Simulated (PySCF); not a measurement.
# Ways to converge the SCF of InB⁻

Aim: find out which solver settings change the answer for InB⁻.

Method: each script names its method and basis; program: PySCF 2.14.0.

5 further runs of the same task are left out: 2 for a known fault of the program, 3 that didn't finish.

## (1) The system as given

InB⁻: 2 atoms, charge -1, spin multiplicity 2.

Bond lengths: In1–B2 2.075 Å.

## (2) The run that the others are compared with

Contents of input.py:

```python
from pyscf import gto, dft

mol = gto.M(
    atom='In 0 0 0; B 0 0 2.075',
    basis='def2-svp',
    ecp={'In': 'def2-svp'},
    charge=-1,
    spin=1,
    verbose=4,
)
mf = dft.ROKS(mol, xc='tpssh')
mf.kernel()
g = mf.nuc_grad_method()
g.grid_response = True
g.kernel()
mf.dip_moment()
print('orbital energies (hartree):', mf.mo_energy[..., max(0, mol.nelec[1]-3):mol.nelec[0]+3].round(4))
```

Launch:

```bash
$ OMP_NUM_THREADS=1 python input.py
```

The log of this run is left out.

Base result: E(SCF) = -214.755770 Eh, 13 cycles, gradient on the second atom -0.0193 Eh/bohr.

The bond length is a typed value, not an optimised one. The dipole of an ion depends on the origin.

## (3) Second-order solver on

Run 1 changes second-order solver: off → on.

Contents of input.py:

```python
from pyscf import gto, dft

mol = gto.M(
    atom='In 0 0 0; B 0 0 2.075',
    basis='def2-svp',
    ecp={'In': 'def2-svp'},
    charge=-1,
    spin=1,
    verbose=4,
)
mf = dft.ROKS(mol, xc='tpssh')
mf = mf.newton()
mf.kernel()
g = mf.nuc_grad_method()
g.grid_response = True
g.kernel()
mf.dip_moment()
print('orbital energies (hartree):', mf.mo_energy[..., max(0, mol.nelec[1]-3):mol.nelec[0]+3].round(4))
```

Launch:

```bash
$ OMP_NUM_THREADS=1 python input.py
```

## (4) Initial guess mod_huckel

Run 2 changes initial guess: minao → mod_huckel.

Edit input.py of step 2 so:

```diff
@@ -11,2 +11,3 @@
 mf = dft.ROKS(mol, xc='tpssh')
+mf.init_guess = 'mod_huckel'
 mf.kernel()
```

## (5) Convergence threshold 1e-11 hartree

Run 3 changes convergence threshold: default → 1e-11 hartree.

Edit input.py of step 2 so:

```diff
@@ -11,2 +11,3 @@
 mf = dft.ROKS(mol, xc='tpssh')
+mf.conv_tol = 1e-11
 mf.kernel()
```

Q: Predict the outcome of this session. Wanted: for each run, E(SCF); from base.

**Answer**, as computed:

```
                                run  E(SCF) (hartree)  from base (eV)   cycles
                               base       -214.755770               0       13
             second-order solver on       -214.755770          0.0000  5 macro
           initial guess mod_huckel       -214.755770          0.0000       13
convergence threshold 1e-11 hartree       -214.755770          0.0000       15
```

Distance from each run's final energy (log10 hartree) by cycle:

```
                                run  cycle 1  cycle 2  cycle 3  cycle 5  cycle 8  cycle 12
                               base      0.2      1.6     -0.2     -1.7     -4.5      -9.8
             second-order solver on     -0.2     -1.4     -8.0    < -11     done      done
           initial guess mod_huckel      0.3      0.6     -0.2     -0.9     -2.2      -9.4
convergence threshold 1e-11 hartree      0.2      1.6     -0.2     -1.7     -4.5      -9.6
```

In words: No change of the SCF energy comes from second-order solver on or initial guess mod_huckel or convergence threshold 1e-11 hartree.
